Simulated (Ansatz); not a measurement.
WAu:

```
W Au
1.0
     0.00000    2.74798    2.74798
     2.74798    0.00000    2.74798
     2.74798    2.74798    0.00000
W Au
1 1
Direct
  0.00000 0.00000 0.00000
  0.75000 0.75000 0.75000
```

The cell was built by a generator and needn't be a form met in nature.

| Item | Value |
| --- | --- |
| Program | Ansatz 0.2.0 |
| Task | relaxation of cell and atoms |
| Functional | BLYP |
| Potentials or basis | Ansatz PAW |
| Cutoff | 420 eV (not typed: the program's choice for these potentials) |
| k mesh | 8 × 8 × 8 |
| Occupations | fermi-dirac, width 0.05 eV |
| Spin | no spin polarisation |

At the start: volume 20.75 Å³/atom.

Task: Where does the relaxation end?

Result: It ends after 8 steps and the volume is 25.83 Å³/atom (+24.5 %); space group F-43m (No. 216, to 0.05 Å).

The path:
```tsv
step	energy change (eV)	largest force (eV/Å)	volume (Å³)
1	0.0000	0.0000	41.50
2	-0.9316	0.0000	47.87
3	-1.0281	0.0000	50.37
4	-1.0383	0.0000	51.44
5	-1.0385	0.0000	51.60
6	-1.0428	0.0000	51.60
7	-1.0428	0.0000	51.65
8	-1.0428	0.0000	51.65
```

Final structure:
```yaml
crystal:
  lattice:
    - [0.00000, 2.95592, 2.95592]
    - [2.95592, 0.00000, 2.95592]
    - [2.95592, 2.95592, 0.00000]
  atoms:
    - { symbol: W, position: [0.00000, 0.00000, 0.00000] }
    - { symbol: Au, position: [0.75000, 0.75000, 0.75000] }
```

Caveat: the volume moved by over 15 % at a fixed basis, so the end points are rough; the plane-wave basis is chosen anew once the cell has moved, so the energies of steps on either side of that aren't comparable; the PAW data sets come from PBE, with cores solved anew for the run's functional, which leaves a small shift of forces and pressure.
